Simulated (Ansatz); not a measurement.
# Ba3CaF8: the cell at several levels of theory

How does the equilibrium cell of Ba3CaF8, fluorite host depend on the functional? It is relaxed with PBE, r2SCAN and PBEsol. This is a trial cell built on a prototype, not taken from a measured structure, and it needn't be the compound's ground state.

Program: Ansatz 0.2.0. PAW datasets, plane waves, zero pressure. The cell comes from a prototype generator: it can be a known phase or a hypothetical one. Spin polarisation is off.

### Step 1. The system as given

It is orthorhombic, Cmmm (No. 65); conventional cell a = 8.423 Å, b = 11.912 Å, c = 4.212 Å, 17.61 Å³ an atom. Near Ca stand 8 F at 2.58 Å; near F stand 4 Ba at 2.58 Å; near F stand 2 Ca at 2.58 Å and 2 Ba at 2.58 Å; near Ba stand 8 F at 2.58 Å; near F stand 1 Ca at 2.58 Å and 3 Ba at 2.58 Å.

The structure in full:

```cif
data_structure
_symmetry_space_group_name_H-M 'P 1'
_symmetry_Int_Tables_number 1
_cell_length_a 7.2947
_cell_length_b 7.2947
_cell_length_c 4.2116
_cell_angle_alpha 90.000
_cell_angle_beta 90.000
_cell_angle_gamma 109.471
_cell_volume 211.29
loop_
_atom_site_label
_atom_site_type_symbol
_atom_site_fract_x
_atom_site_fract_y
_atom_site_fract_z
_atom_site_occupancy
Ca1 Ca 0.00000 0.00000 0.00000 1
F1 F 0.37500 0.62500 0.50000 1
F2 F 0.12500 0.87500 0.50000 1
Ba1 Ba 0.50000 0.00000 0.50000 1
F3 F 0.87500 0.62500 0.00000 1
F4 F 0.62500 0.87500 0.00000 1
Ba2 Ba 0.00000 0.50000 0.50000 1
F5 F 0.37500 0.12500 0.00000 1
F6 F 0.12500 0.37500 0.00000 1
Ba3 Ba 0.50000 0.50000 0.00000 1
F7 F 0.87500 0.12500 0.50000 1
F8 F 0.62500 0.37500 0.50000 1
```

### Step 2. Relaxing with PBE

Input file input.yaml:

```yaml
crystal:
  lattice:
    - [4.21158628, -5.95608244, 0.0]
    - [4.21158628, 5.95608244, 0.0]
    - [0.0, 0.0, 4.21158628]
  atoms:
    - { symbol: Ca, position: [0.0, 0.0, 0.0] }
    - { symbol: F, position: [0.375, 0.625, 0.5] }
    - { symbol: F, position: [0.125, 0.875, 0.5] }
    - { symbol: Ba, position: [0.5, 0.0, 0.5] }
    - { symbol: F, position: [0.875, 0.625, 0.0] }
    - { symbol: F, position: [0.625, 0.875, 0.0] }
    - { symbol: Ba, position: [0.0, 0.5, 0.5] }
    - { symbol: F, position: [0.375, 0.125, 0.0] }
    - { symbol: F, position: [0.125, 0.375, 0.0] }
    - { symbol: Ba, position: [0.5, 0.5, 0.0] }
    - { symbol: F, position: [0.875, 0.125, 0.5] }
    - { symbol: F, position: [0.625, 0.375, 0.5] }
kpoints:
  mp_grid: { grid: [4, 4, 6] }
hamiltonian:
  xc: pbe
scf:
  occupations: { method: fermi_dirac, width: 0.02 }
relax:
  f_tol: 0.005
  cell: {}
```

Further steps of the session: Relaxation with r2SCAN; Relaxing with PBEsol.

Q: Predict the outcome of this session. Wanted: for each run, a; b; c; volume; space group; SCF geometries.

The runs gave:

```
 level  a (Å)   b (Å)  c (Å)  volume (Å³/atom)  space group  SCF geometries
   PBE  8.537  12.177  4.314            18.685         Cmmm               9
r2SCAN  8.456  12.076  4.269            18.163         Cmmm               6
PBEsol  8.394  11.980  4.238            17.759         Cmmm               8
```

In words: From the start to the first minimum the volume moved by +6.1 %. PBEsol gives the smallest cell and PBE the largest; they differ by 5.2 % in volume, a mean of 1.7 % in length.
